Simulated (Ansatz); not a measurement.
What does this script print? It uses Ansatz's Python interface.

`restart_scpd3.py`:
```python
"""Start a denser mesh for ScPd3 from a saved density."""

import ansatz as az
import numpy as np

vectors = np.array([
    [3.982, 0.0, 0.0],
    [0.0, 3.982, 0.0],
    [0.0, 0.0, 3.982],
])
system = (
    az.Lattice.of(vectors)
    .atom("Sc", (0.0, 0.0, 0.0))
    .atom("Pd", (0.0, 0.5, 0.5))
    .atom("Pd", (0.5, 0.0, 0.5))
    .atom("Pd", (0.5, 0.5, 0.0))
)

model = (
    system.calculation()
    .basis(420)
    .functional("pbesol")
    .occupations("Fermi-Dirac")
    .pseudopotentials("paw")
    .scf(max_iterations=70)
)
coarse = model.kpoints(*(3, 3, 3)).checkpoint(write="scpd3.run").run(threads=1, backend="cpu").report
warm = model.kpoints(*(6, 6, 6)).checkpoint(read="scpd3.run").run(threads=1, backend="cpu").report
cold = model.kpoints(*(6, 6, 6)).run(threads=1, backend="cpu").report
for label, report in (("coarse", coarse), ("fine, from the saved density", warm), ("fine, fresh start", cold)):
    print(f"{label:30s} F = {report['free_energy_ev']:.5f} eV  iterations {report['n_iterations']}")
```

Running `python restart_scpd3.py` prints:
```text
coarse                         F = -22834.73277 eV  iterations 6
fine, from the saved density   F = -22834.77118 eV  iterations 6
fine, fresh start              F = -22834.77118 eV  iterations 6
```

Total energies depend on the potentials; only differences at equal settings carry meaning. A total without «per atom» is that of the cell as typed. Spin is left out of this run. The mesh is modest for a metal, so energies can be off by several to tens of meV an atom and pressures by half a GPa or more; differences at equal mesh fare better. The starting cell is as deposited in a crystallographic database; the results hold for this polymorph, which needn't be the stable one. Wall time of the script: 5.3 s on 1 thread of Arm Neoverse V1, with other jobs on the host, peak memory 0.41 GiB.
